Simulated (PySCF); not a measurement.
# C6H13GaSi: magnetic properties

Wanted: magnetic properties for C6H13GaSi (`C=C[CH2][GaH][C@@H]1CC[SiH2]1`).

Programs: PySCF 2.14.0, with routines of our own; each step states its level. All values are computed. Atoms count from 0.

### Step 1. The starting structure

21 atoms, charge 0, multiplicity 1; geometry from: GFN2-xTB.

### Step 2. Magnetic properties: GIAO KT3/pcSseg-1

What the job is given:

```
{"job": {"kind": "mag", "xc": "KT3", "basis": "pcSseg-1", "isotopologues": 2}, "charge": 0, "multiplicity": 1}
C      3.912881     0.019432     0.855226
C      3.399893    -0.408203    -0.292910
C      2.200500    -1.270276    -0.396394
Ga     0.578578     0.029018    -0.231922
C     -1.431766    -0.244029    -0.531031
C     -2.136087     1.128492    -0.643265
C     -3.230425     0.967344     0.429914
Si    -2.477864    -0.689445     1.010850
H      3.497560    -0.290135     1.803439
H      4.779369     0.657219     0.892177
H      3.841043    -0.082349    -1.229379
H      2.145109    -1.975694     0.440063
H      2.177811    -1.840756    -1.330193
H      0.952118     1.508582     0.277741
H     -1.639122    -0.897933    -1.383659
H     -2.530339     1.334776    -1.639619
H     -1.452642     1.947654    -0.374715
H     -3.265180     1.785959     1.145920
H     -4.221173     0.878681    -0.012689
H     -3.320513    -1.885760     0.909274
H     -1.788671    -0.655633     2.311067
```

Level: GIAO KT3/pcSseg-1 magnetisability, rotational g tensor and spin-rotation constants, non-relativistic, gas phase.

Launch:

```
$ OMP_NUM_THREADS=1 python excited_run.py task.json out
```

The driver reads the jobs from task.json and runs them one after another.

The program printed:

```text
coarse grid: 77048 points
cycle   1  E = -2464.1292712801  dE = -5.909e-02  |g| = 9.719e-01  |ddm| = 4.249e+00
cycle   2  E = -2463.6866899225  dE =  4.426e-01  |g| = 1.625e+00  |ddm| = 2.568e+00
cycle   3  E = -2464.3168585849  dE = -6.302e-01  |g| = 2.098e-01  |ddm| = 1.942e+00
cycle   4  E = -2464.3267043296  dE = -9.846e-03  |g| = 1.163e-01  |ddm| = 3.922e-01
cycle   5  E = -2464.3304069895  dE = -3.703e-03  |g| = 2.633e-02  |ddm| = 1.512e-01
cycle   6  E = -2464.3305825449  dE = -1.756e-04  |g| = 9.034e-03  |ddm| = 3.779e-02
cycle   7  E = -2464.3306032683  dE = -2.072e-05  |g| = 2.902e-03  |ddm| = 1.109e-02
cycle   8  E = -2464.3306052664  dE = -1.998e-06  |g| = 1.307e-03  |ddm| = 3.822e-03
final grid: 162304 points
cycle   9  E = -2464.3306546534  dE =  2.234e-06  |g| = 3.176e-03  |ddm| = 4.826e-03
cycle  10  E = -2464.3306392996  dE =  1.535e-05  |g| = 7.965e-03  |ddm| = 1.006e-02
cycle  11  E = -2464.3306574898  dE = -1.819e-05  |g| = 3.747e-04  |ddm| = 7.229e-03
cycle  12  E = -2464.3306575261  dE = -3.634e-08  |g| = 4.290e-05  |ddm| = 3.964e-04
cycle  13  E = -2464.3306575266  dE = -4.820e-10  |g| = 1.746e-05  |ddm| = 7.057e-05
converged SCF energy = -2464.3306575266

Magnetisability tensor (1e-30 J/T^2)
    -1500.01      130.17      142.59
      130.17    -1540.62      102.45
      142.59      102.45    -1514.95
isotropic -1518.53   principal values   -1659.19  -1630.83  -1265.56
isotropic susceptibility -91.448 1e-6 cm^3/mol

Inertial axes            a          b          c
rot. const./GHz      3.3744     0.5264     0.5058
chi total           -92.722    -98.164    -83.457
chi diamagnetic    -530.210  -2443.476  -2529.961
chi paramagnetic    437.488   2345.311   2446.503
quadrupole/D A       -4.091      2.425      1.667
g nuclear            0.6462     0.5731     0.5712
g electronic        -0.6935    -0.5800    -0.5813
g total             -0.0473    -0.0070    -0.0101

Spin-rotation constants (kHz, H = +C I.J)
atom  isotope        aa         bb         cc
  3   69Ga        7.600      1.158      1.129
  8     1H       -0.232      0.005     -0.033
  9     1H        0.018     -0.033     -0.032
 10     1H       -0.186      0.013     -0.036
 11     1H       -0.345      0.020     -0.057
 12     1H       -0.359     -0.058      0.021
 13     1H       -0.168     -0.024      0.004
 14     1H       -0.363     -0.062      0.026
 15     1H       -0.296     -0.014     -0.023
 16     1H       -0.188     -0.035     -0.013
 17     1H       -0.382     -0.055      0.018
 18     1H        0.046     -0.055     -0.043
 19     1H       -0.171     -0.021     -0.015
 20     1H       -0.212     -0.027     -0.005
  0    13C*       1.007      0.157      0.123
  1    13C*       1.054      0.190      0.152
  2    13C*       0.520      0.091      0.096
  4    13C*       0.518      0.071      0.101
  5    13C*       0.512      0.094      0.091
  6    13C*       0.495      0.066      0.081
  7   29Si*      -1.821     -0.322     -0.302
* in the singly substituted isotopologue

Isotopologues: g along a, b, c
2H    at 8,9,10,11,12,1    -0.0367    -0.0061    -0.0089
13C   at 0                 -0.0470    -0.0069    -0.0099
```

Wall time 2.5 min (1 thread of Intel Xeon Platinum 8175M at 2.50GHz, shared host); peak memory 1 GiB.

Key values:

```tsv
quantity	value
magnetisability	-1519·10⁻³⁰ J/T²
molar susceptibility	-91.4·10⁻⁶ cm³/mol
rotational g (a, b, c)	-0.0473, -0.0070, -0.0101
```

### Step 3. Magnetic properties: GIAO OPBE/3-21G

The job, as its differences from that of step 2:

```diff
@@ -1,2 +1,2 @@
-{"job": {"kind": "mag", "xc": "KT3", "basis": "pcSseg-1", "isotopologues": 2}, "charge": 0, "multiplicity": 1}
+{"job": {"kind": "mag", "xc": "OPBE", "basis": "3-21G"}, "charge": 0, "multiplicity": 1}
 C      3.912881     0.019432     0.855226
```

Method: GIAO OPBE/3-21G magnetisability, rotational g tensor and spin-rotation constants, non-relativistic, gas phase.

The program printed:

```text
coarse grid: 77048 points
cycle   1  E = -2438.7882579737  dE = -1.494e+00  |g| = 6.000e-01  |ddm| = 4.273e+00
cycle   2  E = -2438.6325580142  dE =  1.557e-01  |g| = 9.256e-01  |ddm| = 2.084e+00
cycle   3  E = -2438.8915743290  dE = -2.590e-01  |g| = 1.150e-01  |ddm| = 1.393e+00
cycle   4  E = -2438.8953848796  dE = -3.811e-03  |g| = 4.573e-02  |ddm| = 2.328e-01
cycle   5  E = -2438.8959896785  dE = -6.048e-04  |g| = 1.131e-02  |ddm| = 7.086e-02
cycle   6  E = -2438.8960263103  dE = -3.663e-05  |g| = 4.054e-03  |ddm| = 1.825e-02
cycle   7  E = -2438.8960301278  dE = -3.817e-06  |g| = 1.835e-03  |ddm| = 6.202e-03
final grid: 162304 points
cycle   8  E = -2438.8962119281  dE =  4.681e-06  |g| = 4.455e-03  |ddm| = 7.329e-03
cycle   9  E = -2438.8961813715  dE =  3.056e-05  |g| = 1.109e-02  |ddm| = 1.681e-02
cycle  10  E = -2438.8962178072  dE = -3.644e-05  |g| = 4.094e-04  |ddm| = 1.194e-02
cycle  11  E = -2438.8962178565  dE = -4.927e-08  |g| = 7.073e-05  |ddm| = 5.777e-04
cycle  12  E = -2438.8962178581  dE = -1.632e-09  |g| = 1.392e-05  |ddm| = 1.192e-04
cycle  13  E = -2438.8962178581  dE = -4.047e-11  |g| = 3.168e-06  |ddm| = 2.346e-05
converged SCF energy = -2438.8962178581

Magnetisability tensor (1e-30 J/T^2)
    -1633.91      140.81      155.60
      140.81    -1699.05      111.07
      155.60      111.07    -1637.23
isotropic -1656.73   principal values   -1812.95  -1777.16  -1380.08
isotropic susceptibility -99.771 1e-6 cm^3/mol

Inertial axes            a          b          c
rot. const./GHz      3.3744     0.5264     0.5058
chi total          -100.998   -107.336    -90.978
chi diamagnetic    -528.708  -2441.814  -2528.176
chi paramagnetic    427.710   2334.477   2437.198
quadrupole/D A       -3.841      2.404      1.437
g nuclear            0.6462     0.5731     0.5712
g electronic        -0.6780    -0.5774    -0.5791
g total             -0.0318    -0.0043    -0.0079

Spin-rotation constants (kHz, H = +C I.J)
atom  isotope        aa         bb         cc
  3   69Ga        4.370      0.674      0.614
  8     1H       -0.257      0.002     -0.035
  9     1H       -0.020     -0.037     -0.035
 10     1H       -0.226      0.006     -0.038
 11     1H       -0.380      0.012     -0.058
 12     1H       -0.395     -0.060      0.013
 13     1H       -0.191     -0.025      0.002
 14     1H       -0.386     -0.065      0.016
 15     1H       -0.322     -0.022     -0.026
 16     1H       -0.215     -0.042     -0.017
 17     1H       -0.400     -0.059      0.010
 18     1H       -0.010     -0.059     -0.046
 19     1H       -0.215     -0.028     -0.021
 20     1H       -0.251     -0.034     -0.011
  0    13C*       0.804      0.128      0.101
  1    13C*       0.837      0.149      0.121
  2    13C*       0.379      0.062      0.067
  4    13C*       0.345      0.039      0.064
  5    13C*       0.366      0.068      0.066
  6    13C*       0.338      0.044      0.054
  7   29Si*      -1.469     -0.265     -0.236
* in the singly substituted isotopologue
```

Wall time 57 s (1 thread of Intel Xeon Platinum 8175M at 2.50GHz, shared host); peak memory 0.72 GiB.

In short:

```tsv
quantity	value
magnetisability	-1657·10⁻³⁰ J/T²
molar susceptibility	-99.8·10⁻⁶ cm³/mol
rotational g (a, b, c)	-0.0318, -0.0043, -0.0079
```

### Step 4. The levels compared

```tsv
level	ξ (10⁻³⁰ J/T²)	g(a)	g(b)	gap (eV)	functions	time
GIAO KT3/pcSseg-1	-1519	-0.0473	-0.0070	3.30	232	2.5 min
GIAO OPBE/3-21G	-1657	-0.0318	-0.0043	3.61	115	57 s
```

### Step 5. Results

| quantity | value |
| --- | --- |
| magnetisability (step 2, GIAO KT3/pcSseg-1) | -1519·10⁻³⁰ J/T² |
| molar susceptibility (step 2, GIAO KT3/pcSseg-1) | -91.4·10⁻⁶ cm³/mol |
| rotational g (a, b, c) (step 2, GIAO KT3/pcSseg-1) | -0.0473, -0.0070, -0.0101 |
| magnetisability over the levels | -1657 to -1519·10⁻³⁰ J/T² |

What this shows: Steps that list no spin-orbit terms leave them out, which matters at and beside the heavy atoms. The geometry comes from tight binding, which is rough for metal atoms, and these values hang on it. The magnetisability spreads by 8.7 % over 2 levels, from GIAO OPBE/3-21G (57 s) to GIAO KT3/pcSseg-1 (2.5 min); the runs took 57 s to 2.5 min. Two levels can agree by chance, so this spread shows no convergence. Vibrational averaging and real surroundings are missing from these values.
